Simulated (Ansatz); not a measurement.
# MoS2: the cost of one run

Computed with Ansatz 0.2.0 (DFT PBE, scalar-relativistic, plane waves, PAW, unless a step's input says otherwise).

**1. Starting point**

The structure is hexagonal, space group P6_3/mmc (No. 194). Conventional cell: a = 3.169 Å, b = 3.169 Å, c = 12.324 Å, α = 90.00°, β = 90.00°, γ = 120.00°. Mo (site symmetry -6m2) has 6 S at 2.41 Å in its first shell of neighbours. Around S (site symmetry 3m) lie 3 Mo at 2.41 Å.

As a file:

```
Mo S
1.0
     9.50700    0.00000    0.00000
    -4.75350    8.23330    0.00000
     0.00000    0.00000   12.32400
Mo S
18 36
Direct
  0.11111 0.22222 0.25000
  0.11111 0.55556 0.25000
  0.11111 0.88889 0.25000
  0.44444 0.22222 0.25000
  0.44444 0.55556 0.25000
  0.44444 0.88889 0.25000
  0.77778 0.22222 0.25000
  0.77778 0.55556 0.25000
  0.77778 0.88889 0.25000
  0.22222 0.11111 0.75000
  0.22222 0.44444 0.75000
  0.22222 0.77778 0.75000
  0.55556 0.11111 0.75000
  0.55556 0.44444 0.75000
  0.55556 0.77778 0.75000
  0.88889 0.11111 0.75000
  0.88889 0.44444 0.75000
  0.88889 0.77778 0.75000
  0.11111 0.22222 0.62300
  0.11111 0.55556 0.62300
  0.11111 0.88889 0.62300
  0.44444 0.22222 0.62300
  0.44444 0.55556 0.62300
  0.44444 0.88889 0.62300
  0.77778 0.22222 0.62300
  0.77778 0.55556 0.62300
  0.77778 0.88889 0.62300
  0.22222 0.11111 0.12300
  0.22222 0.44444 0.12300
  0.22222 0.77778 0.12300
  0.55556 0.11111 0.12300
  0.55556 0.44444 0.12300
  0.55556 0.77778 0.12300
  0.88889 0.11111 0.12300
  0.88889 0.44444 0.12300
  0.88889 0.77778 0.12300
  0.11111 0.22222 0.87700
  0.11111 0.55556 0.87700
  0.11111 0.88889 0.87700
  0.44444 0.22222 0.87700
  0.44444 0.55556 0.87700
  0.44444 0.88889 0.87700
  0.77778 0.22222 0.87700
  0.77778 0.55556 0.87700
  0.77778 0.88889 0.87700
  0.22222 0.11111 0.37700
  0.22222 0.44444 0.37700
  0.22222 0.77778 0.37700
  0.55556 0.11111 0.37700
  0.55556 0.44444 0.37700
  0.55556 0.77778 0.37700
  0.88889 0.11111 0.37700
  0.88889 0.44444 0.37700
  0.88889 0.77778 0.37700
```

The runs take a perfect supercell of 54 atoms; the defect goes to fractional position (0.111, 0.222, 0.623).

**2. The perfect supercell**

The input, input.yaml:

```yaml
crystal:
  lattice:
    - [9.507, 0.0, 0.0]
    - [-4.7535, 8.233304, 0.0]
    - [0.0, 0.0, 12.324]
  atoms:
    - { symbol: Mo, position: [0.111111, 0.222222, 0.25] }
    - { symbol: Mo, position: [0.111111, 0.555556, 0.25] }
    - { symbol: Mo, position: [0.111111, 0.888889, 0.25] }
    - { symbol: Mo, position: [0.444444, 0.222222, 0.25] }
    - { symbol: Mo, position: [0.444444, 0.555556, 0.25] }
    - { symbol: Mo, position: [0.444444, 0.888889, 0.25] }
    - { symbol: Mo, position: [0.777778, 0.222222, 0.25] }
    - { symbol: Mo, position: [0.777778, 0.555556, 0.25] }
    - { symbol: Mo, position: [0.777778, 0.888889, 0.25] }
    - { symbol: Mo, position: [0.222222, 0.111111, 0.75] }
    - { symbol: Mo, position: [0.222222, 0.444444, 0.75] }
    - { symbol: Mo, position: [0.222222, 0.777778, 0.75] }
    - { symbol: Mo, position: [0.555556, 0.111111, 0.75] }
    - { symbol: Mo, position: [0.555556, 0.444444, 0.75] }
    - { symbol: Mo, position: [0.555556, 0.777778, 0.75] }
    - { symbol: Mo, position: [0.888889, 0.111111, 0.75] }
    - { symbol: Mo, position: [0.888889, 0.444444, 0.75] }
    - { symbol: Mo, position: [0.888889, 0.777778, 0.75] }
    - { symbol: S, position: [0.111111, 0.222222, 0.623] }
    - { symbol: S, position: [0.111111, 0.555556, 0.623] }
    - { symbol: S, position: [0.111111, 0.888889, 0.623] }
    - { symbol: S, position: [0.444444, 0.222222, 0.623] }
    - { symbol: S, position: [0.444444, 0.555556, 0.623] }
    - { symbol: S, position: [0.444444, 0.888889, 0.623] }
    - { symbol: S, position: [0.777778, 0.222222, 0.623] }
    - { symbol: S, position: [0.777778, 0.555556, 0.623] }
    - { symbol: S, position: [0.777778, 0.888889, 0.623] }
    - { symbol: S, position: [0.222222, 0.111111, 0.123] }
    - { symbol: S, position: [0.222222, 0.444444, 0.123] }
    - { symbol: S, position: [0.222222, 0.777778, 0.123] }
    - { symbol: S, position: [0.555556, 0.111111, 0.123] }
    - { symbol: S, position: [0.555556, 0.444444, 0.123] }
    - { symbol: S, position: [0.555556, 0.777778, 0.123] }
    - { symbol: S, position: [0.888889, 0.111111, 0.123] }
    - { symbol: S, position: [0.888889, 0.444444, 0.123] }
    - { symbol: S, position: [0.888889, 0.777778, 0.123] }
    - { symbol: S, position: [0.111111, 0.222222, 0.877] }
    - { symbol: S, position: [0.111111, 0.555556, 0.877] }
    - { symbol: S, position: [0.111111, 0.888889, 0.877] }
    - { symbol: S, position: [0.444444, 0.222222, 0.877] }
    - { symbol: S, position: [0.444444, 0.555556, 0.877] }
    - { symbol: S, position: [0.444444, 0.888889, 0.877] }
    - { symbol: S, position: [0.777778, 0.222222, 0.877] }
    - { symbol: S, position: [0.777778, 0.555556, 0.877] }
    - { symbol: S, position: [0.777778, 0.888889, 0.877] }
    - { symbol: S, position: [0.222222, 0.111111, 0.377] }
    - { symbol: S, position: [0.222222, 0.444444, 0.377] }
    - { symbol: S, position: [0.222222, 0.777778, 0.377] }
    - { symbol: S, position: [0.555556, 0.111111, 0.377] }
    - { symbol: S, position: [0.555556, 0.444444, 0.377] }
    - { symbol: S, position: [0.555556, 0.777778, 0.377] }
    - { symbol: S, position: [0.888889, 0.111111, 0.377] }
    - { symbol: S, position: [0.888889, 0.444444, 0.377] }
    - { symbol: S, position: [0.888889, 0.777778, 0.377] }
basis:
  ecutwfc: 420
  fft_grid_basis: typed
kpoints:
  mp_grid: { grid: [3, 3, 1] }
hamiltonian:
  xc: pbe
  pseudopotentials: { kind: paw }
scf:
  occupations: { method: gaussian, width: 0.05 }
output:
  forces: true
  stress: false
  eigenvalues: true
  bader: false
  write_density: true
  volumetric_format: npy
```

On the command line:

```bash
> ansatz run input.yaml --threads 8 --pin off --max-ram 16384MiB --backend cpu --events-out ev --progress --plain --runs-dir out
```

What time and memory should one allow on 8 threads of Intel Xeon Platinum 8488C (Sapphire Rapids), shared host?

About 5.4 s, with a peak of 3.9 GiB.
